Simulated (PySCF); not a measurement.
# C2H3GeS: the cost of one run

Computed with PySCF 2.14.0 and routines of our own; the level stands in each step. Atoms count from 0.

## Step 1: The system as given

7 atoms, charge -1, multiplicity 1; geometry from: GFN2-xTB.

## Step 2: Magnetic properties: GIAO PBE/aug-pcSseg-1

The job: settings as JSON, then the geometry in Å.

```
{"job": {"kind": "mag", "xc": "PBE", "basis": "aug-pcSseg-1", "isotopologues": 4}, "charge": -1, "multiplicity": 1}
C      1.895186    -0.728918     0.134594
C      0.753246    -0.361050     0.045476
Ge    -1.029890     0.400809    -0.078588
S     -1.182442     2.481223     0.084258
H      2.887956    -1.081770     0.209494
H     -1.787606    -0.455413     0.980075
H     -1.533116    -0.249977    -1.402387
```

Level: GIAO PBE/aug-pcSseg-1 magnetisability, rotational g tensor and spin-rotation constants, non-relativistic, gas phase.

Started as:

```
> OMP_NUM_THREADS=1 python excited_run.py task.json out
```

The driver reads the jobs from task.json and runs them one after another.

Q: Estimate the wall time and peak memory of this first job on 1 thread of Intel Xeon Platinum 8375C at 2.90GHz, shared host.

About 21 s, with a peak of 0.55 GiB.
